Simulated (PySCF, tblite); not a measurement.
**C6H12Si: geometry, infrared bands and NMR shifts**

Aim: predict the infrared bands and NMR shifts of C6H12Si (`C1C[C@@H](C2CC2)[SiH2]1`).

Programs: tblite 0.8.0 and PySCF 2.14.0, with density-fitted response routines of our own. Each step states its level of theory. These are calculated values for one molecule in the gas phase, unless marked as measured. Atoms are numbered from 0 throughout.

## 1. The starting structure

19 atoms, charge 0, multiplicity 1; geometry from: force field or distance geometry start.

Bonds of the start (Å): C0–C1 1.51, C1–C2 1.50, C2–C3 1.49, C3–C4 1.51, C4–C5 1.49, C2–Si6 1.82, Si6–C0 1.86, C5–C3 1.51, C0–H7 1.12, C0–H8 1.11, C1–H9 1.12, C1–H10 1.10, C2–H11 1.13, C3–H12 1.09, C4–H13 1.13, C4–H14 1.12, C5–H15 1.11, C5–H16 1.11, Si6–H17 1.45, Si6–H18 1.46.

## 2. Geometry optimisation with GFN2-xTB

What the job is given:

```
{"job": {"kind": "relax", "xc": "GFN2-xTB", "basis": "xTB"}, "charge": 0, "multiplicity": 1}
C     -2.259400     0.294700    -0.383700
C     -1.027900     1.093600    -0.748000
C     -0.264800    -0.203400    -0.726500
C      1.221700    -0.154300    -0.715200
C      1.977600     0.495100     0.425300
C      1.993500    -0.991300     0.279300
Si    -1.181200    -0.679800     0.775800
H     -2.602800    -0.346200    -1.232800
H     -3.076900     0.858800     0.105100
H     -0.806600     1.788700     0.104000
H     -1.134900     1.583300    -1.725500
H     -0.604000    -0.831900    -1.606600
H      1.697100    -0.047500    -1.693100
H      2.857200     1.108700     0.080800
H      1.312300     1.003700     1.173200
H      2.938000    -1.413400    -0.116100
H      1.457800    -1.535400     1.081600
H     -0.953500     0.071300     1.996600
H     -1.552900    -2.085600     0.933500
```

Command:

```bash
$ OMP_NUM_THREADS=1 python probes_run.py task.json out
```

This one command runs all jobs of the session in turn.

**Question.** This job is followed by: GFN2-xTB harmonic vibrations, gas phase; GIAO PBE0/pcSseg-1 NMR shielding, non-relativistic, gas phase. What will the session give for the following? strongest single infrared mode (GFN2-xTB); zero-point energy (GFN2-xTB); ¹³C shifts against TMS (PBE0/pcSseg-1); ¹H shifts against TMS (PBE0/pcSseg-1); ²⁹Si shifts against TMS (PBE0/pcSseg-1).

**Answer**, as computed:

| quantity | value |
| --- | --- |
| strongest single infrared mode (GFN2-xTB) | 2251 cm⁻¹, 522 km/mol |
| zero-point energy (GFN2-xTB) | 100.1 kcal/mol |
| ¹³C shifts against TMS (PBE0/pcSseg-1) | 35.7, 31.1, 15.8, 6.9, 5.0, 3.9 ppm |
| ¹H shifts against TMS (PBE0/pcSseg-1) | 4.51, 4.41, 2.83, 2.60, 2.16, 1.39, 1.10, 0.93, 0.51, 0.37, 0.22, -0.28 ppm |
| ²⁹Si shifts against TMS (PBE0/pcSseg-1) | -40.4 ppm |

The optimisation took 65 steps and gained 1.115 eV; among the close pairs (by a distance rule), C2–Si6 changed most, from 1.823 to 1.921 Å. No mode is imaginary among the 51: a minimum at this level. The strongest single mode, at 2251 cm⁻¹, moves mainly H18 and H17. Unscaled tight-binding wavenumbers are off by several per cent, some by more. Its intensities can rank the bands wrongly.
